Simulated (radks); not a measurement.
**Valence configurations of Ga²⁺**

NIST gives [Ar] 3d10 4s1 as the ground configuration of Ga²⁺. Does this level of theory agree? Several fillings of the valence shells are run.

Program: radks (a radial shooting solver on a logarithmic mesh, Libxc functionals) version 1. Level of theory: Dirac Kohn-Sham, PBE, spin-unpolarised, spherical densities, point nucleus; open shells fill j = l - 1/2 first. These are calculated values, not measurements, unless marked.

**1. The atom as given**

```
element       : gallium (Z = 31)
charge        : +2
electrons     : 29
configuration : [Ar] 3d10 4s1
others tried  : 3d9 4s1 4p1; 3d9 4s2; 3d10 4p1; 3d9.5 4p1.5; 3d9.5 4s1 4p0.5; 3d8.5 4s1 4p1.5; 3d8.5 4p2.5; 3d9.5 4s1.5; 3d9.5 4s0.5 4p1
```

**2. [Ar] 3d10 4s1**

Settings of this run:

```text
Z 31
configuration [Ar] 3d10 4s1
relativity Dirac
functional pbe,pbe
spin unpolarised
j_filling energy
nucleus point
c 137.035999084
```

**3. [Ar] 3d9 4s1 4p1**

Input: that of step 2 with these lines changed.

```diff
@@ -1,3 +1,3 @@
 Z 31
-configuration [Ar] 3d10 4s1
+configuration [Ar] 3d9 4s1 4p1
 relativity Dirac
```

**4. [Ar] 3d9 4s2**

Input: that of step 3 with these lines changed.

```diff
@@ -1,3 +1,3 @@
 Z 31
-configuration [Ar] 3d9 4s1 4p1
+configuration [Ar] 3d9 4s2
 relativity Dirac
```

**5. [Ar] 3d10 4p1**

Input: that of step 4 with these lines changed.

```diff
@@ -1,3 +1,3 @@
 Z 31
-configuration [Ar] 3d9 4s2
+configuration [Ar] 3d10 4p1
 relativity Dirac
```

**6. [Ar] 3d9.5 4p1.5**

Input: that of step 5 with these lines changed.

```diff
@@ -1,3 +1,3 @@
 Z 31
-configuration [Ar] 3d10 4p1
+configuration [Ar] 3d9.5 4p1.5
 relativity Dirac
```

**7. [Ar] 3d9.5 4s1 4p0.5**

Input: that of step 6 with these lines changed.

```diff
@@ -1,3 +1,3 @@
 Z 31
-configuration [Ar] 3d9.5 4p1.5
+configuration [Ar] 3d9.5 4s1 4p0.5
 relativity Dirac
```

**8. [Ar] 3d8.5 4s1 4p1.5**

Input: that of step 7 with these lines changed.

```diff
@@ -1,3 +1,3 @@
 Z 31
-configuration [Ar] 3d9.5 4s1 4p0.5
+configuration [Ar] 3d8.5 4s1 4p1.5
 relativity Dirac
```

**9. [Ar] 3d8.5 4p2.5**

Input: that of step 8 with these lines changed.

```diff
@@ -1,3 +1,3 @@
 Z 31
-configuration [Ar] 3d8.5 4s1 4p1.5
+configuration [Ar] 3d8.5 4p2.5
 relativity Dirac
```

**10. [Ar] 3d9.5 4s1.5**

Input: that of step 9 with these lines changed.

```diff
@@ -1,3 +1,3 @@
 Z 31
-configuration [Ar] 3d8.5 4p2.5
+configuration [Ar] 3d9.5 4s1.5
 relativity Dirac
```

**11. [Ar] 3d9.5 4s0.5 4p1**

Input: that of step 10 with these lines changed.

```diff
@@ -1,3 +1,3 @@
 Z 31
-configuration [Ar] 3d9.5 4s1.5
+configuration [Ar] 3d9.5 4s0.5 4p1
 relativity Dirac
```

What does the calculation give? Wanted: for each run, valence; E − E(NIST configuration); highest level; its energy; 1s shift.

As calculated:

```csv
valence,E − E(NIST configuration) (eV),highest level,its energy (eV),1s shift (eV)
3d10 4s1,0.000,4s1/2,-26.067,+0.00
3d9.5 4s1.5,7.235,4s1/2,-27.280,-4.68
3d10 4p1,8.234,4p1/2,-18.702,-1.63
3d9.5 4s1 4p0.5,11.495,4p1/2,-19.184,-5.49
3d9.5 4s0.5 4p1,15.786,4p1/2,-19.566,-6.28
3d9 4s2,15.907,4s1/2,-28.500,-9.65
3d9.5 4p1.5,20.107,4p1/2,-19.940,-7.06
3d9 4s1 4p1,24.778,4p1/2,-20.435,-11.22
3d8.5 4s1 4p1.5,39.946,4p1/2,-21.648,-17.19
3d8.5 4p2.5,49.463,4p3/2,-22.021,-18.72
```

**Reading.** The NIST configuration is the lowest of those tried, 7.235 eV under 3d9.5 4s1.5. The energies are those of spherical spin-averaged densities, not of single terms. The 1s eigenvalue shifts by up to 18.72 eV as the valence charge is rearranged.
